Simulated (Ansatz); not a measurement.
# GeBr₂Cl₂: basis-set convergence

The task here is to estimate one member of a computed series from the others.

Method: one geometry, several basis sets; program: Ansatz 0.2.0, Gaussian basis.

Levels to be run: PBE0-D4/def2-SVP; ωB97M-V/def2-SVP; PBE0-D4/def2-QZVPP; ωB97M-V/def2-QZVPP; the functionals' def2-TZVPP values are taken from earlier runs.

## Structure used throughout

An earlier PBE0-D4 in a triple-zeta def2 set relaxation fixed the geometry.

5 atoms, charge 0, spin multiplicity 1.

Atoms are counted from 1 here; the program's logs count them from 0.

Bond lengths: Cl1–Ge2 2.122 Å, Ge2–Cl3 2.122 Å, Ge2–Br4 2.273 Å, Ge2–Br5 2.273 Å. Angles: Cl1–Ge2–Cl3 108.6°, Cl1–Ge2–Br4 109.5°, Cl1–Ge2–Br5 109.5°, Cl3–Ge2–Br4 109.5°, Cl3–Ge2–Br5 109.5°, Br4–Ge2–Br5 110.3°.

The first run:

Input file in.yaml:

```yaml
crystal:
  periodic: [false, false, false]
  atoms:
    - {symbol: Cl, position_ang: [-0.626052, -0.239910, 2.028016]}
    - {symbol: Ge, position_ang: [0.010218, -0.014540, 0.016536]}
    - {symbol: Cl, position_ang: [1.691432, -1.267771, -0.306860]}
    - {symbol: Br, position_ang: [-1.672426, -0.627965, -1.383518]}
    - {symbol: Br, position_ang: [0.596828, 2.150187, -0.354164]}
basis:
  gaussian: {orbitals: def2-SVP}
hamiltonian: {xc: pbe0, dispersion: d4}
output: {orbitals: {seedname: orbitals}}
```

On the command line:

```
$ ansatz run in.yaml --threads 4 --pin off --events-out ev --progress --plain --max-ram 11315MiB
```

Among the steps run: PBE0-D4 in def2-SVP; ωB97M-V in def2-SVP; PBE0-D4 in def2-QZVPP; ωB97M-V in def2-QZVPP.

One table of the session follows, with a row left open; its other results are not shown here.

It belongs to the step «Functionals by basis». 

| functional | basis | HOMO (eV) | LUMO (eV) |
| --- | --- | --- | --- |
| PBE0-D4 | def2-SVP | -8.86 | -2.43 |
| PBE0-D4 | def2-TZVPP | -8.96 | -2.58 |
| PBE0-D4 | def2-QZVPP | ? | ? |
| ωB97M-V | def2-SVP | -11.03 | -0.33 |
| ωB97M-V | def2-TZVPP | -11.16 | -0.58 |
| ωB97M-V | def2-QZVPP | -11.18 | -0.65 |

Estimate the missing values for PBE0-D4, def2-QZVPP.

As computed: HOMO (eV): -8.98; LUMO (eV): -2.62. In the column «HOMO (eV)» it lies between ωB97M-V, def2-SVP (-11.03) and PBE0-D4, def2-TZVPP (-8.96).
